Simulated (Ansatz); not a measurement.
# C10H8: the cost of one run

Program: Ansatz 0.2.0. Level of theory: the levels named in each step. These are calculated values, not measurements.

## (1) The starting structure

Bond lengths (14 of 19 bonds, heavy atoms first): C1–C2 1.404 Å, C2–C3 1.366 Å, C3–C4 1.410 Å, C4–C5 1.411 Å, C5–C6 1.366 Å, C6–C7 1.404 Å, C7–C8 1.366 Å, C4–C9 1.420 Å, C8–C9 1.411 Å, C1–C10 1.366 Å, C9–C10 1.410 Å, C1–H11 1.080 Å, C2–H12 1.080 Å, C3–H13 1.081 Å. Angles (14 of 30 angles, heavy atoms first): C1–C2–C3 120.3°, C2–C1–C10 120.3°, C2–C3–C4 120.7°, C3–C4–C5 122.2°, C3–C4–C9 118.9°, C5–C4–C9 118.9°, C4–C5–C6 120.7°, C5–C6–C7 120.3°, C6–C7–C8 120.3°, C7–C8–C9 120.7°, C4–C9–C8 118.9°, C4–C9–C10 118.9°, C8–C9–C10 122.2°, C1–C10–C9 120.7°.

Coordinates:

```xyz
18

C     2.2572    1.1058   -0.0535
C     2.4987   -0.2740    0.0417
C     1.4557   -1.1555    0.0880
C     0.1223   -0.6978    0.0444
C    -0.9766   -1.5815    0.0852
C    -2.2571   -1.1063    0.0456
C    -2.4988    0.2745   -0.0338
C    -1.4558    1.1561   -0.0792
C    -0.1220    0.6978   -0.0444
C     0.9766    1.5809   -0.0941
H     3.0943    1.7877   -0.0934
H     3.5178   -0.6312    0.0770
H     1.6364   -2.2189    0.1598
H    -0.7852   -2.6436    0.1479
H    -3.0942   -1.7888    0.0762
H    -3.5180    0.6323   -0.0598
H    -1.6366    2.2200   -0.1419
H     0.7854    2.6425   -0.1658
```

## (2) A rough first relaxation, PBE-D4/def2-SVP

This run stands in another session on the same molecule. It ended at:

```xyz
18

C     2.2876    1.1203   -0.0503
C     2.5323   -0.2773    0.0383
C     1.4730   -1.1709    0.0848
C     0.1243   -0.7097    0.0449
C    -0.9876   -1.6013    0.0907
C    -2.2876   -1.1203    0.0501
C    -2.5323    0.2773   -0.0382
C    -1.4729    1.1709   -0.0846
C    -0.1242    0.7097   -0.0449
C     0.9877    1.6013   -0.0909
H     3.1362    1.8204   -0.0866
H     3.5683   -0.6478    0.0700
H     1.6589   -2.2544    0.1534
H    -0.7944   -2.6835    0.1591
H    -3.1362   -1.8204    0.0862
H    -3.5683    0.6478   -0.0696
H    -1.6588    2.2544   -0.1531
H     0.7945    2.6835   -0.1595
```

## (3) Relaxation, PBE0-D4/def2-TZVP

This run stands in another session on the same molecule. It ended at:

```xyz
18

C     2.2594    1.1086   -0.0497
C     2.5017   -0.2759    0.0379
C     1.4573   -1.1570    0.0837
C     0.1223   -0.6988    0.0442
C    -0.9776   -1.5829    0.0897
C    -2.2593   -1.1086    0.0497
C    -2.5017    0.2759   -0.0379
C    -1.4572    1.1570   -0.0837
C    -0.1223    0.6988   -0.0442
C     0.9776    1.5829   -0.0897
H     3.0952    1.7978   -0.0854
H     3.5221   -0.6405    0.0690
H     1.6404   -2.2244    0.1512
H    -0.7873   -2.6490    0.1572
H    -3.0952   -1.7978    0.0854
H    -3.5221    0.6405   -0.0690
H    -1.6404    2.2244   -0.1512
H     0.7873    2.6490   -0.1573
```

## (4) Relaxation, PBE0-D4/def2-SVP

This run stands in another session on the same molecule. It ended at:

```xyz
18

C     2.2715    1.1138   -0.0499
C     2.5149   -0.2766    0.0381
C     1.4645   -1.1627    0.0841
C     0.1230   -0.7027    0.0445
C    -0.9825   -1.5907    0.0902
C    -2.2715   -1.1138    0.0499
C    -2.5149    0.2767   -0.0381
C    -1.4645    1.1627   -0.0841
C    -0.1230    0.7027   -0.0445
C     0.9825    1.5907   -0.0902
H     3.1139    1.8087   -0.0859
H     3.5433   -0.6444    0.0694
H     1.6494   -2.2381    0.1521
H    -0.7911   -2.6649    0.1582
H    -3.1139   -1.8087    0.0859
H    -3.5433    0.6444   -0.0694
H    -1.6494    2.2381   -0.1522
H     0.7911    2.6649   -0.1582
```

## (5) Frequencies, PBE0-D4/def2-SVP

input.yaml reads:

```yaml
crystal:
  periodic: [false, false, false]
  atoms:
    - { symbol: C, position_ang: [2.27150325, 1.11378202, -0.04993509] }
    - { symbol: C, position_ang: [2.51490455, -0.27664557, 0.03809556] }
    - { symbol: C, position_ang: [1.46452409, -1.16268295, 0.08411683] }
    - { symbol: C, position_ang: [0.12302367, -0.7026991, 0.04447838] }
    - { symbol: C, position_ang: [-0.98251132, -1.59066565, 0.09016739] }
    - { symbol: C, position_ang: [-2.27147865, -1.11377766, 0.04991348] }
    - { symbol: C, position_ang: [-2.51488043, 0.27665351, -0.03805921] }
    - { symbol: C, position_ang: [-1.46449971, 1.16268907, -0.0841098] }
    - { symbol: C, position_ang: [-0.12299924, 0.70270477, -0.04447849] }
    - { symbol: C, position_ang: [0.9825358, 1.59067094, -0.09017384] }
    - { symbol: H, position_ang: [3.11388645, 1.80873583, -0.08588144] }
    - { symbol: H, position_ang: [3.54332025, -0.64440125, 0.06938926] }
    - { symbol: H, position_ang: [1.64943049, -2.23808966, 0.1521319] }
    - { symbol: H, position_ang: [-0.79110649, -2.6649341, 0.15819336] }
    - { symbol: H, position_ang: [-3.11386191, -1.80873087, 0.08586958] }
    - { symbol: H, position_ang: [-3.54329561, 0.6444054, -0.0694144] }
    - { symbol: H, position_ang: [-1.64940588, 2.23809406, -0.15215282] }
    - { symbol: H, position_ang: [0.7911307, 2.66494119, -0.15817066] }
basis:
  gaussian: { orbitals: def2-SVP }
hamiltonian:
  xc: pbe0
  dispersion: d4
phonons: {}
```

The run is started by

```console
$ ansatz run input.yaml --threads 8 --pin off --max-ram 22528MiB --backend cpu --events-out ev --progress --plain --runs-dir out
```

**Question.** How long does this run take on 8 threads of Intel Xeon at 2.50GHz (Skylake/Cascade Lake), shared host, and how much memory does it need?

About 9 min, with a peak of 0.7 GiB.
